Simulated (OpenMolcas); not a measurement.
# Cr³⁺ in Cs2NaYCl6: CASSCF and CASPT2 levels and susceptibility

Aim: the ligand-field states of Cr³⁺ in this surrounding, its lowest levels with spin-orbit coupling and its magnetic susceptibility.

The numbers are computed with OpenMolcas 26.06 (state-averaged CASSCF and CASPT2, spin-orbit coupling by RASSI with atomic mean-field integrals), except any that are marked as measured or tabulated.

## Step 1: The atom as given

| Item | Value |
| --- | --- |
| Species | Cr³⁺ (chromium, Z = 24, 21 electrons) |
| Basis | ANO-RCC-VTZP [6s5p3d2f1g], 191 functions with the ligands |
| Scalar Hamiltonian | DKH2, point nucleus |
| Inactive shells | 1s 2s 2p 3s 3p of the metal, and all ligand shells |
| Active space | 3 electrons in 5 orbitals (3d) |
| Some configurations of this space | 3d3 |
| Orbitals | optimised for each spin and parity, averaged over all roots |

Outer shells as boxes (Hund's rule):

3d3
```
3d [↑ ][↑ ][↑ ][  ][  ]
```

Cr³⁺ is taken with its 6 nearest chloride ions at 2.375 Å, on the cation site of Cs2NaYCl6 (a = 10.7396 Å). The rest of the host is ab initio model potentials to 7.6 Å, with orthogonalisation functions on the cations behind the ligands, and point charges beyond; the distance is set by hand, nothing relaxes, and no local charge compensation is placed. Ligand basis ANO-RCC-VDZP.

```xyz
15

Cr    0.0000    0.0000    0.0000
Cl    2.3750    0.0000    0.0000
Cl    0.0000    2.3750    0.0000
Cl   -2.3750    0.0000    0.0000
Cl    0.0000   -2.3750    0.0000
Cl    0.0000    0.0000    2.3750
Cl    0.0000    0.0000   -2.3750
Cs    2.6849   -2.6849   -2.6849
Cs   -2.6849    2.6849    2.6849
Cs    2.6849   -2.6849    2.6849
Cs   -2.6849    2.6849   -2.6849
Cs    2.6849    2.6849   -2.6849
Cs   -2.6849   -2.6849    2.6849
Cs    2.6849    2.6849    2.6849
Cs   -2.6849   -2.6849   -2.6849
```

The work runs as a chain of OpenMolcas steps in one folder; each step below is one input file. Labels, J, g values, rates, χT and fits are worked out afterwards by a script from the matrices that RASSI stores.

## Step 2: GATEWAY and SEWARD: basis and integrals

The input, a.inp:

```
&GATEWAY
Basis set
Cr.ANO-RCC-VTZP.
Cr1 0.0 0.0 0.0 Angstrom
End of basis
Basis set
Cl.ANO-RCC-VDZP.
L1 2.375000 0.000000 0.000000 Angstrom
L2 0.000000 2.375000 0.000000 Angstrom
L3 0.000000 0.000000 2.375000 Angstrom
End of basis
Basis set
Na.EMB-AIMP.Al-Abdalla.7s4p.1s1p.ECP.Cs2NaYCl6.
PseudoCharge
* 3 symmetry-unique lattice sites within 7.6 angstrom
End of basis
Basis set
Cs.EMB-AIMP.Al-Abdalla.0s.0s.ECP.Cs2NaYCl6.
PseudoCharge
* 4 symmetry-unique lattice sites within 7.6 angstrom
End of basis
Basis set
Cl.EMB-AIMP.Al-Abdalla.0s.0s.ECP.Cs2NaYCl6.
PseudoCharge
* 12 symmetry-unique lattice sites within 7.6 angstrom
End of basis
Basis set
Y.EMB-AIMP.Al-Abdalla.0s.0s.ECP.Cs2NaYCl6.
PseudoCharge
* 6 symmetry-unique lattice sites within 7.6 angstrom
End of basis
Symmetry
XYZ
AngMom=0.0 0.0 0.0
AMFI
RICD
XField
1564 Angstrom 0
* Evjen-weighted lattice charges
&SEWARD
```

Started as:

```bash
OMP_NUM_THREADS=1 MOLCAS_MEM=2457 MOLCAS_PROJECT=a pymolcas a.inp > a.log
```

## Step 3: Reference wave functions, quartets, 10 roots

The input, a.inp:

```
&RASSCF
FileOrb=start.orb
Symmetry=1
Spin=4
nActEl=3 0 0
Inactive=30 33
Ras2=5 0
CIRoot=10 10 1
SDav=10
CIMx=300
Iter=150 100
PrWF=0.3
OrbListing=Nothing
MaxOrb=0
LevShft=1.0
>>> COPY $Project.JobIph JOB001
```

start.orb holds start orbitals that the driver prepared beforehand, or those of the step before.

## Step 4: Reference wave functions, doublets, 40 roots

The input, a.inp:

```
&RASSCF
FileOrb=start.orb
Symmetry=1
Spin=2
nActEl=3 0 0
Inactive=30 33
Ras2=5 0
CIRoot=40 40 1
SDav=40
CIMx=300
Iter=150 100
PrWF=0.3
OrbListing=Nothing
MaxOrb=0
LevShft=1.0
>>> COPY $Project.JobIph JOB002
```

## Step 5: State interaction with spin-orbit coupling

The input, a.inp:

```
&RASSI
NrOfJobIphs=2 10 40
1 2 3 4 5 6 7 8 9 10
1 2 3 4 5 6 7 8 9 10 11 12 13 14 15 16 17 18 19 20 21 22 23 24 25 26 27
28 29 30 31 32 33 34 35 36 37 38 39 40
IphNames
JOB001
JOB002
EJob
SpinOrbit
DIPRint=1.0
SOCoupling=1000.0
Subsets=2
Property=9
'ANGMOM' 1 'ANGMOM' 2 'ANGMOM' 3 'MLTPL  1' 1 'MLTPL  1' 2 'MLTPL  1' 3
'AMFI' 1 'AMFI' 2 'AMFI' 3
SOProperty=3
'ANGMOM' 1 'ANGMOM' 2 'ANGMOM' 3
```

## Step 6: CASPT2: IPEA 0.25, imaginary shift 0.1 (closed shells correlated: 3s 3p of the metal, with ligand shells; the Frozen line counts the rest)

The input, a.inp:

```
>>> COPY JOB001 $Project.JobIph
&CASPT2
Multistate=10 1 2 3 4 5 6 7 8 9 10
NoMult
Frozen=17 18
IPEA=0.25
Imaginary=0.1
MaxIter=60
WThr=0.0 0.3 0.05
PrWF=0.5
NoMix
>>> COPY JOB002 $Project.JobIph
&CASPT2
Multistate=40 1 2 3 4 5 6 7 8 9 10 11 12 13 14 15 16 17 18 19 20 21 22
23 24 25 26 27 28 29 30 31 32 33 34 35 36 37 38 39 40
NoMult
Frozen=17 18
IPEA=0.25
Imaginary=0.1
MaxIter=60
WThr=0.0 0.3 0.05
PrWF=0.5
NoMix
```

(Steps that only read results are left out.)

What does the calculation give? Wanted: spin-free ground state; first state of the same spin within the active space; lowest level; next level.

**Answer**, as computed:

```
                                            quantity                                                                                                                                          value
                                              method  SS-CASPT2, IPEA 0.25, imaginary shift 0.1 (closed shells correlated: 3s 3p of the metal, with ligand shells; the Frozen line counts the rest)
                              spin-free ground state                                                                                                                4A2, 1-fold in its orbital part
first state of the same spin within the active space                                                                                                                              4T2 at 13900 cm⁻¹
                                        lowest level                                                                                                                                      4-fold Γ8
                                          next level                                                                                                                                   12603.3 cm⁻¹
                                         χT at 300 K                                                                                                                                 1.84 cm³ K/mol
                           effective moment at 300 K                                                                                                                                        3.83 μB
```

Cost by method:

```csv
method,time of its own steps,time with the reference
A. CASSCF,51 s,51 s
"B. SS-CASPT2, IPEA 0.25, imaginary shift 0.1, +3s 3p",6 min,6.9 min
```

Times are of one thread on a shared host.

What this shows: The spin-free ground state (4A2) is 1-fold and keeps the highest spin of the shell. χT at 300 K is 1.84, against 1.88 cm³ K/mol for the spin alone; near agreement at one temperature doesn't show that the orbital moment is quenched. A ligand-field fit to the states below 45000 cm-1 gives 10Dq = 13214 cm-1, B = 809 cm-1 and C = 2497 cm-1 (C/B = 3.08), with a deviation of 712 cm-1. CASPT2 does not keep the components of a term degenerate, and the means are used.
